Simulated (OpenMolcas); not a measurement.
# One shape, several levels: CH5FOSi (SMILES C[SiH](O)F)

Wanted: a comparison of 6 runs (HF/def2-SVP, BHLYP/def2-SVP, BLYP/def2-SVP, SVWN5/def2-SVP, r2SCAN/def2-SVP, CCSD(T)/def2-SVP) of CH5FOSi. 

The calculation is run with OpenMolcas 26.06.

1 further run of the same task is left out (set aside as unsound or not needed).

## Step 1: Starting point

CH5FOSi has 9 atoms, charge 0, and is taken as a singlet. SMILES: `C[SiH](O)F`. The Si2–O3 distance was set to 2.124 Å, away from the relaxed value.

Bond lengths: C1–Si2 1.851 Å, Si2–F4 1.601 Å, C1–H5 1.093 Å, C1–H6 1.093 Å, C1–H7 1.093 Å, Si2–H8 1.477 Å, O3–H9 0.958 Å. Angles: C1–Si2–F4 107.2°, C1–Si2–H8 113.7°, F4–Si2–H8 107.6°, Si2–C1–H5 110.5°, Si2–C1–H6 110.6°, Si2–C1–H7 111.4°, H5–C1–H6 108.2°, H5–C1–H7 107.7°, H6–C1–H7 108.2°. A long bond or contact: Si2–O3 2.124 Å.

## Step 2: The energy at HF/def2-SVP (run 1)

job.inp reads:

```
>>> EXPORT MOLCAS_PRINT=2

&gateway
  baslib=$CurrDir
  coord
  9
  angstrom
  C       -1.389528       0.492679      -0.143048
  Si       0.268372       0.050579      -0.836848
  O        1.699800      -0.426000       0.658800
  F        0.055772      -1.209221      -1.802348
  H       -2.089628       0.734179      -0.946648
  H       -1.312428       1.361679       0.514952
  H       -1.814328      -0.335021       0.431552
  H        0.883672       1.127979      -1.637748
  H        1.474600      -1.073100       1.328200
  basis=def2-SVP
  group=NoSym

&seward

&scf
  thresholds=1e-10 1e-07 1e-07 1e-05
  prorbitals=1 1
```

The basis set def2-SVP is read from a file made from the Basis Set Exchange's data (not shown).

Run with:

```
$ export MOLCAS_MEM=1860
$ pymolcas job.inp > job.log
```

Output:

```text
--- Start Module: gateway ---
[...]
--- Stop Module: gateway /rc=_RC_ALL_IS_WELL_ ---
--- Start Module: seward ---
[...]
      Basis functions           85
--- Stop Module: seward /rc=_RC_ALL_IS_WELL_ ---
[...]
--- Start Module: scf ---
[...]
       Convergence after  14 Iterations
[...]
::    Total SCF energy                               -503.7999967731
[...]
      Total spin, S                                     0.0000000000
[...]
      Total electronic charge=   42.000000
      Total            charge=   -0.000000
[...]
      Dipole Moment (debye):
      Origin of the operator (angstrom)=    0.2025   -0.2578   -0.6142
                   X= -2.9885E+00               Y=  1.0598E+00               Z=  2.8261E-01           Total=  3.1834E+00
      Quadrupole Moment (debye*angstrom):
[...]
--- Stop Module: scf /rc=_RC_ALL_IS_WELL_ ---
[...]
```

Run time: 12 s. Hardware: 1 thread of AMD EPYC 7R43 (Zen 3), shared host; peak memory 0.47 GiB.

## Step 3: The energy at BHLYP/def2-SVP (run 2)

geom.xyz reads:

```xyz
9

C     -1.389528     0.492679    -0.143048
Si     0.268372     0.050579    -0.836848
O      1.699800    -0.426000     0.658800
F      0.055772    -1.209221    -1.802348
H     -2.089628     0.734179    -0.946648
H     -1.312428     1.361679     0.514952
H     -1.814328    -0.335021     0.431552
H      0.883672     1.127979    -1.637748
H      1.474600    -1.073100     1.328200
```

calc.inp reads:

```
&GATEWAY
 BasLib=$CurrDir
 Coord=geom.xyz
 Basis=def2-SVP
 Group=NoSym

&SEWARD
 GridInput
 Grid=UltraFine
 End of Grid

&SCF
 KSDFT=HYB_GGA_XC_BHANDHLYP
 Thresholds=1e-10 1e-07 1e-07 1e-05
 PrOrbitals=1
```

The basis set def2-SVP is read from a file made from the Basis Set Exchange's data (not shown).

Run with:

```
$ export MOLCAS_MEM=1860
$ pymolcas calc.inp > calc.log
```

Output:

```text
--- Start Module: gateway ---
[...]
--- Stop Module: gateway /rc=_RC_ALL_IS_WELL_ ---
--- Start Module: seward ---
[...]
      Basis functions           85
--- Stop Module: seward /rc=_RC_ALL_IS_WELL_ ---
[...]
--- Start Module: scf ---
[...]
       Convergence after  15 Iterations
[...]
::    Total KS-DFT energy                            -505.3609960529
[...]
      Total spin, S                                     0.0000000000
[...]
      Total electronic charge=   42.000000
      Total            charge=   -0.000000
[...]
      Dipole Moment (debye):
      Origin of the operator (angstrom)=    0.2025   -0.2578   -0.6142
                   X= -2.7949E+00               Y=  9.3434E-01               Z=  3.6128E-01           Total=  2.9690E+00
      Quadrupole Moment (debye*angstrom):
[...]
--- Stop Module: scf /rc=_RC_ALL_IS_WELL_ ---
[...]
```

Wall time 41 s (1 thread of AMD EPYC 7R43 (Zen 3), shared host); peak memory 0.47 GiB.

Run 3 isn't shown in full; the table further down has it.

## Step 4: A single-point energy at SVWN5/def2-SVP (run 4)

run.input reads:

```
&GATEWAY
  BASLIB=$CurrDir
  COORD
  9
  bohr
  C     -2.62582736     0.93102838    -0.27032154
  Si     0.50714958     0.09558046    -1.58141353
  O      3.21215647    -0.80502333     1.24495157
  F      0.10539381    -2.28509651    -3.40594410
  H     -3.94882462     1.38739724    -1.78890546
  H     -2.48012948     2.57320038     0.97311825
  H     -3.42858302    -0.63309794     0.81551509
  H      1.66989806     2.13157138    -3.09489518
  H      2.78659014    -2.02786510     2.50993424
  BASIS=def2-SVP
  GROUP=NoSym

&SEWARD
  GRIDINPUT
  Grid=UltraFine
  End of Grid

&SCF
  KSDFT=SVWN5
  THRESHOLDS=1e-10 1e-07 1e-07 1e-05
  PRORBITALS=1 2
```

The basis set def2-SVP is read from a file made from the Basis Set Exchange's data (not shown).

Run with:

```
$ export MOLCAS_MEM=1860
$ pymolcas run.input > run.log
```

Output:

```text
--- Start Module: gateway ---
[...]
--- Stop Module: gateway /rc=_RC_ALL_IS_WELL_ ---
--- Start Module: seward ---
[...]
      Basis functions           85
--- Stop Module: seward /rc=_RC_ALL_IS_WELL_ ---
[...]
--- Start Module: scf ---
[...]
       Convergence after  18 Iterations
[...]
::    Total KS-DFT energy                            -502.7417201249
[...]
      Total spin, S                                     0.0000000000
[...]
      Total electronic charge=   42.000000
      Total            charge=   -0.000000
[...]
      Dipole Moment (debye):
      Origin of the operator (angstrom)=    0.2025   -0.2578   -0.6142
                   X= -2.5990E+00               Y=  7.0021E-01               Z=  5.2190E-01           Total=  2.7418E+00
      Quadrupole Moment (debye*angstrom):
[...]
--- Stop Module: scf /rc=_RC_ALL_IS_WELL_ ---
[...]
```

Wall time 42 s (1 thread of AMD EPYC 7R43 (Zen 3), shared host); peak memory 0.46 GiB.

Run 5 isn't shown in full; the table further down has it.

## Step 5: The energy at CCSD(T)/def2-SVP (run 6)

input.xyz reads:

```xyz
9

C     -1.389528     0.492679    -0.143048
Si     0.268372     0.050579    -0.836848
O      1.699800    -0.426000     0.658800
F      0.055772    -1.209221    -1.802348
H     -2.089628     0.734179    -0.946648
H     -1.312428     1.361679     0.514952
H     -1.814328    -0.335021     0.431552
H      0.883672     1.127979    -1.637748
H      1.474600    -1.073100     1.328200
```

test.input reads:

```
&GATEWAY
  BASLIB
  $CurrDir
  COORD
  input.xyz
  BASIS
  def2-SVP
  GROUP
  NoSym

&SEWARD

&SCF
  THRESHOLDS
  1e-10 1e-07 1e-07 1e-05
  PRORBITALS
  1

&RASSCF
  FILEORB
  $Project.ScfOrb
  SPIN
  1
  NACTEL
  0 0 0
  INACTIVE
  21
  RAS2
  0
  OUTORBITALS
  Canonical
  ORBLISTING
  NoCore

&MOTRA
  JOBIPH
  FROZEN
  8

&CCSDT
  CCT
  TRIPLES
  2
  ITERATIONS
  80
  ACCURACY
  1e-08
  EXTRAPOLATION
  5 4
```

The basis set def2-SVP is read from a file made from the Basis Set Exchange's data (not shown).

Run with:

```
$ export MOLCAS_MEM=1860
$ pymolcas test.input > test.log
```

Output:

```text
--- Start Module: gateway ---
[...]
--- Stop Module: gateway /rc=_RC_ALL_IS_WELL_ ---
[...]
      Basis functions           85
[...]
       Convergence after  14 Iterations
[...]
::    Total SCF energy                               -503.7999967731
[...]
      Total spin, S                                     0.0000000000
[...]
      Number of active orbitals                  0
[...]
      Spin quantum number                      0.0
[...]
      Active orbitals                            0
[...]
      Number of CSFs                             1
[...]
      Number of root(s) required                 1
[...]
      Convergence after  4 iterations
[...]
      Natural orbitals and occupation numbers for root  1
      ************************************************************************************************************************
      *                                                    Final results                                                     *
      ************************************************************************************************************************
[...]
::    RASSCF root number  1 Total energy:   -503.79999677
[...]
      Total electronic charge=   42.000000
      Total            charge=   -0.000000
[...]
      Dipole Moment (debye):
      Origin of the operator (angstrom)=    0.2025   -0.2578   -0.6142
                   X= -2.9885E+00               Y=  1.0598E+00               Z=  2.8261E-01           Total=  3.1834E+00
      Quadrupole Moment (debye*angstrom):
[...]
--- Start Module: motra ---
[...]
      *** WARNING: Default frozen orbitals is overwritten by user input.
      *** Default values:   5
[...]
--- Stop Module: motra /rc=_RC_ALL_IS_WELL_ ---
[...]
--- Start Module: ccsdt ---
[...]
      Convergence after                    17  Iterations
      Total energy (diff) :    -504.45648538      -0.00000000
[...]
 METHOD                       : CCSD+T(CCSD)+<T3(1)WT1> = CCSD(T)
[...]
       CCSD     =      -504.4564853849923
[...]
--- Stop Module: ccsdt /rc=_RC_ALL_IS_WELL_ ---
[...]
```

It took 1.7 min on 1 thread of AMD EPYC 7R43 (Zen 3), shared host; peak memory 0.47 GiB.

## Step 6: Overview of the runs

```csv
run,level,integration grid,frozen core orbitals,energy (Eh),dipole moment (D) of the reference,HOMO energy (eV),LUMO energy (eV),wall time
1,HF/def2-SVP,–,–,-503.799997,3.18,-12.19,3.73,12 s
2,BHLYP/def2-SVP,UltraFine,–,-505.360996,2.97,-9.31,1.00,41 s
3,BLYP/def2-SVP,UltraFine,–,-505.412669,2.62,-5.59,-0.90,49 s
4,SVWN5/def2-SVP,UltraFine,–,-502.741720,2.74,-5.88,-1.22,42 s
5,r2SCAN/def2-SVP,UltraFine,–,-505.334695,2.79,-6.19,-0.71,56 s
6,CCSD(T)/def2-SVP,–,8,-504.471050,3.18,-12.19,3.73,1.7 min
```

## Step 7: Outcome

| quantity | value |
| --- | --- |
| run 6: total energy | -504.47105 Eh |
| run 6: dipole moment (mean-field density) | 3.18 D |
| run 6: HOMO energy (Hartree–Fock orbitals) | -12.19 eV |
| run 6: LUMO energy (Hartree–Fock orbitals) | 3.73 eV |
| run 6: HOMO–LUMO gap (Hartree–Fock orbitals) | 15.92 eV |
| run 6: correlation energy (8 core orbitals frozen) | -671.1 mEh |
| run 6: (T) correction | -14.56 mEh |

Over runs 1, 2, 3, 4, 5 the dipole moment (its size) runs from 2.62 D (BLYP/def2-SVP) to 3.18 D (HF/def2-SVP). Over runs 1, 2, 3, 4, 5 the HOMO–LUMO gap runs from 4.67 eV (SVWN5/def2-SVP) to 15.92 eV (HF/def2-SVP). Exact exchange widens orbital gaps. Totals of different functionals can't be ranked against each other. All runs together took 5 min, the longest 1.7 min.
